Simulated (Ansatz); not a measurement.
# Sr2CuI2O2: the cost of one run

Method: DFT LDA+U (U_eff = 5 eV on Cu d), plane waves, PAW, in Ansatz 0.2.0.

## Step 1: Starting point

Symmetry: I4/mmm, No. 139, tetragonal system. Conventional cell: a = 4.059 Å, b = 4.059 Å, c = 20.684 Å, α = 90.00°, β = 90.00°, γ = 90.00°. Cu (site symmetry 4/mmm) is surrounded by 4 O at 2.03 Å. Around I (site symmetry 4mm) lie 4 Sr at 3.37 Å and 1 Cu at 3.44 Å. O (site symmetry mmm) is surrounded by 2 Cu at 2.03 Å and 4 Sr at 2.64 Å. Sr (site symmetry 4mm) is surrounded by 4 O at 2.64 Å and 4 Cu at 3.33 Å and 1 Sr at 3.36 Å and 4 I at 3.37 Å.

Coordinates:

```
Cu I O Sr
1.0
    -2.02962    2.02962   10.34212
     2.02962   -2.02962   10.34212
     2.02962    2.02962  -10.34212
Cu I O Sr
1 2 2 2
Direct
  0.00000 0.00000 0.00000
  0.16654 0.16654 0.00000
  0.83346 0.83346 0.00000
  0.00000 0.50000 0.50000
  0.50000 0.00000 0.50000
  0.41873 0.41873 0.00000
  0.58127 0.58127 0.00000
```

Magnetic order typed: ferromagnetic.

## Step 2: From atoms, symmetry kept, no search

File input.yaml:

```yaml
crystal:
  lattice:
    - [-2.02962112, 2.02962112, 10.3421176]
    - [2.02962112, -2.02962112, 10.3421176]
    - [2.02962112, 2.02962112, -10.3421176]
  atoms:
    - { symbol: Cu, position: [0.0, 0.0, 0.0], spin: 1.0 }
    - { symbol: I, position: [0.166542, 0.166542, 0.0] }
    - { symbol: I, position: [0.833458, 0.833458, 0.0] }
    - { symbol: O, position: [0.0, 0.5, 0.5] }
    - { symbol: O, position: [0.5, 0.0, 0.5] }
    - { symbol: Sr, position: [0.418732, 0.418732, 0.0] }
    - { symbol: Sr, position: [0.581268, 0.581268, 0.0] }
basis:
  ecutwfc: 420
  ecutrho_ratio: 4
kpoints:
  mp_grid: { grid: [7, 7, 7] }
hamiltonian:
  xc: lda
  hubbard: { sites: [{ site: 0, l: d, u_eff: 5.0 }] }
scf:
  occupations: { method: gaussian, width: 0.05 }
  lower_state_search: "off"
  max_iter: 150
output:
  forces: true
  stress: true
  eigenvalues: true
  populations: true
  hubbard: { sites: [{ site: 0, l: d }] }
magnetization:
  spin_polarized: true
```

The run is started by

```sh
$ ansatz run input.yaml --threads 4 --pin off --max-ram 6144MiB --backend cpu --events-out ev --progress --plain --runs-dir out
```

**Question.** How long does this run take on 4 threads of Arm Neoverse V2, shared host, and how much memory does it need?

About 23 s, with a peak of 1 GiB.
